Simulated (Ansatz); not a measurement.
# ZrH2+ (doublet): wave-function methods side by side, def2-TZVPP

An exercise on one series of results from a longer session: the logs are not shown, and one member is left open.

Program: Ansatz 0.2.0, Gaussian basis. Level of theory: def2-TZVPP, core rule «outside noble gas», up to 4 orbitals frozen. These are calculated values, not measurements.

To be run: UHF; CCSD(T) on ROHF; CCSD(T) on UHF; CCSDT(Q) on ROHF; CCSDT(Q) on UHF.

20 further runs of the same task are left out: 6 for a known fault of the program, 6 that didn't finish, 8 set aside as unsound or not needed. Runs told in other sessions of the task aren't counted.

### What is computed

The geometry is a PBE0/def2-TZVP stationary point (not a proven minimum) of the parent state, kept for this charge and spin. No spin-orbit coupling is included. Elements past krypton take def2 core potentials.

3 atoms, charge 1, spin multiplicity 2.

Atoms are counted from 1 here; the program's logs count them from 0.

Bond lengths: Zr1–H2 1.929 Å, Zr1–H3 1.929 Å. Angles: H2–Zr1–H3 180.0°.

The first run:

in.yaml

```yaml
crystal:
  periodic: [false, false, false]
  atoms:
    - {symbol: Zr, position_ang: [0.000000, 0.000000, 0.000000]}
    - {symbol: H, position_ang: [0.000000, 0.000000, -1.928800]}
    - {symbol: H, position_ang: [0.000000, 0.000000, 1.928800]}
basis:
  gaussian: {orbitals: def2-TZVPP}
total_charge: 1
magnetization: {spin_polarized: true, initial_magnetization: 1}
hamiltonian: {xc: hf}
output: {orbitals: {seedname: orbitals}}
```

Started as:

```bash
ansatz run in.yaml --threads 1 --pin off --events-out ev --progress --plain --max-ram 2393MiB
```

Steps of the session up to this table: UHF; CCSD(T) on ROHF; CCSD(T) on UHF; CCSDT(Q) on ROHF; CCSDT(Q) on UHF.

One table of the session follows, with a row left open; its other results are not shown here.

It belongs to the step «Misses and costs». 

| method | from RCCSDT(Q) (meV) |
| --- | --- |
| ROHF | +2251.7 |
| UHF | +2178.1 |
| RMP2 | +503.5 |
| UMP2 | +434.8 |
| RCCSD | +39.6 |
| UCCSD | -26.9 |
| RCCSD(T) | ? |
| UCCSD(T) | -55.9 |
| RCCSDT | +0.5 |
| UCCSDT | -65.5 |
| RCCSDT(Q) | 0 |
| UCCSDT(Q) | -65.9 |

Estimate the missing values for RCCSD(T).

As computed: from RCCSDT(Q) (meV): +10.3. In the column «from RCCSDT(Q) (meV)» it lies between RCCSDT (+0.5) and RCCSD (+39.6).

Caveats from the session: Restricted and unrestricted rows rest on different reference determinants; a gap between their highest levels can come from leftover correlation error, from unlike frozen cores or from another state.
